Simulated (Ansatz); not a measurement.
I need an SCF with some post-processing of Ti, space group Im-3m. Use Ansatz's Python interface. Settings: r2SCAN, norm-conserving potentials, the default cutoff (1143 eV here), 6×6×6 k-points, Gaussian smearing of 0.3 eV.

```cif
data_structure
_symmetry_space_group_name_H-M 'P 1'
_symmetry_Int_Tables_number 1
_cell_length_a 2.8423
_cell_length_b 2.8423
_cell_length_c 2.8423
_cell_angle_alpha 109.471
_cell_angle_beta 109.471
_cell_angle_gamma 109.471
_cell_volume 17.68
loop_
_atom_site_label
_atom_site_type_symbol
_atom_site_fract_x
_atom_site_fract_y
_atom_site_fract_z
_atom_site_occupancy
Ti1 Ti 0.00000 0.00000 0.00000 1
```

`ti_analyse.py`
```python
from pathlib import Path
import itertools
import warnings

import ansatz as az
from ase.data import atomic_numbers
import numpy as np
from pymatgen.core import Structure
import spglib

params = {
    "functional": "r2SCAN",
    "mesh": (6, 6, 6),
    "filling": "gaussian",
    "smearing_width": 0.3,
    "tolerance": 1e-09,
    "extra_bands": 6,
}

warnings.simplefilter("ignore", az.DeckWarning)

cell = (
    az.Lattice.of((-1.641, 1.641, 1.641), (1.641, -1.641, 1.641), (1.641, 1.641, -1.641))
    .atom("Ti", (0.0, 0.0, 0.0))
)

setup = (
    cell.calculation()
    .functional(params["functional"])
    .pseudopotentials("nc")
    .accuracy("medium")
    .kpoints(*params["mesh"])
    .occupations(params["filling"], width=params["smearing_width"])
    .scf(tolerance=params["tolerance"], extra_bands=params["extra_bands"])
    .compute(density=True, potential=True, electron_localization_function=True, output_files={"volumetric_format": "npy"})
    .xc_energy_on_converged_density(["pbesol", "blyp", "lda"])
)
with warnings.catch_warnings(record=True) as caught:
    warnings.simplefilter("always")
    res = setup.run(threads=1, pin="off")
print("warnings raised:", sorted(w.category.__name__ for w in caught) or "none")
r = res.report

energy = r["free_energy_ev"]
print("Ti: {:.6f} eV = {:.6f} Ry = {:.6f} Ha".format(energy, energy / 13.605693, energy / 27.211386))
print("Fermi level {:.4f} eV, {} k-points, {} symmetry operations".format(r["fermi_energy_ev"], r["n_kpoints"], r["n_symmetry_ops"]))

folder = Path(res.write_results("fields"))
print("densities in e/A^3, potentials in eV, ELF without unit")
for name in sorted(p.name for p in folder.glob("*.npy")):
    field = np.load(folder / name)
    print(f"{name:16s} {str(field.shape):16s} min {field.min():10.4f}  mean {field.mean():10.4f}  max {field.max():10.4f}")

final = Structure(res.lattice.cell_ang, [s.symbol for s in res.lattice.sites], [s.position_frac for s in res.lattice.sites])
distances = np.array([n.nn_distance for shell in final.get_all_neighbors(6.0) for n in shell])
values, counts = np.unique(distances.round(2), return_counts=True)
print("distance (A)  neighbours per atom")
for value, count in list(zip(values, counts))[:14]:
    print(f"{value:10.2f} {count / len(final):10.2f}")

print("other functionals on this density (not self-consistent, eV)")
for entry in r.get("xc_energy_on_converged_density", []):
    print(entry["functional"], {k: round(v, 3) for k, v in entry.items() if isinstance(v, float)})

spg_cell = (res.lattice.cell_ang, [s.position_frac for s in res.lattice.sites], [atomic_numbers[s.symbol] for s in res.lattice.sites])
for tolerance in (1e-5, 1e-3, 1e-1):
    print(f"symprec {tolerance:g} A: {spglib.get_spacegroup(spg_cell, symprec=tolerance)}")
print("operations used by the run:", r["n_symmetry_ops"])

rho = res.density()
total = sum(channel.density_e_per_ang3 for channel in rho.channels[:2])
grid_cell = np.asarray(rho.fft_grid_basis) @ res.lattice.cell_ang
mesh = np.stack(np.meshgrid(*[np.arange(n) / n for n in rho.dims], indexing="ij"), axis=-1)
for site in res.lattice.sites:
    offset = mesh - site.position_ang @ np.linalg.inv(grid_cell)
    offset -= offset.round()
    distance = np.min([np.linalg.norm((offset + shift) @ grid_cell, axis=-1) for shift in itertools.product((-1, 0, 1), repeat=3)], axis=0)
    inside = [total[distance < radius].sum() * rho.cell_volume_ang3 / total.size for radius in (0.8, 1.0, 1.2)]
    print(site.symbol, "electrons within 0.8, 1.0, 1.2 A:", np.round(inside, 2))
```

Running `python ti_analyse.py` prints:
```text
warnings raised: ['DeckWarning', 'PlacementWarning']
Ti: -1778.670755 eV = -130.729890 Ry = -65.364945 Ha
Fermi level 12.8543 eV, 16 k-points, 48 symmetry operations
densities in e/A^3, potentials in eV, ELF without unit
elf.npy          (32, 32, 32)     min     0.0005  mean     0.3598  max     0.8411
rho.npy          (32, 32, 32)     min     0.1804  mean     0.6789  max     8.9827
v_es.npy         (32, 32, 32)     min  -199.1977  mean     3.3551  max    15.3528
v_tot.npy        (32, 32, 32)     min  -276.2739  mean    -9.2393  max     5.2737
distance (A)  neighbours per atom
      2.84       8.00
      3.28       6.00
      4.64      12.00
      5.44      24.00
      5.68       8.00
other functionals on this density (not self-consistent, eV)
pbesol {'e_xc_with_core_ev': -416.657}
blyp {'e_xc_with_core_ev': -419.405}
lda {'e_xc_with_core_ev': -415.402}
symprec 1e-05 A: Im-3m (229)
symprec 0.001 A: Im-3m (229)
symprec 0.1 A: Im-3m (229)
operations used by the run: 48
Ti electrons within 0.8, 1.0, 1.2 A: [ 8.03  9.23 10.03]
```

Notes:
- The settings weren't tested for convergence.
- The run is spin-unpolarised.
- Such functionals run on norm-conserving files made under PBE, which can move pressures by some GPa.
- BLYP can be off by several per cent in the lattices of metals, and by several GPa in the pressure at a fixed cell.
- For a metal this mesh is far too coarse, so the numbers only illustrate the procedure.
- An absolute Fermi energy rests on an arbitrary zero of the periodic potential and has no direct meaning.
- The free energy holds a sizeable smearing term, which stands for no physical temperature.
- Grid values close to the nuclei reflect the PAW or pseudopotential construction, not the all-electron fields.
- This isn't the structure that Ti takes at ambient conditions.
- Wall time of the script: 0.9 s on 1 thread of AMD EPYC 9R45 96-Core Processor (Zen 5) (shared host), peak memory 0.35 GiB.
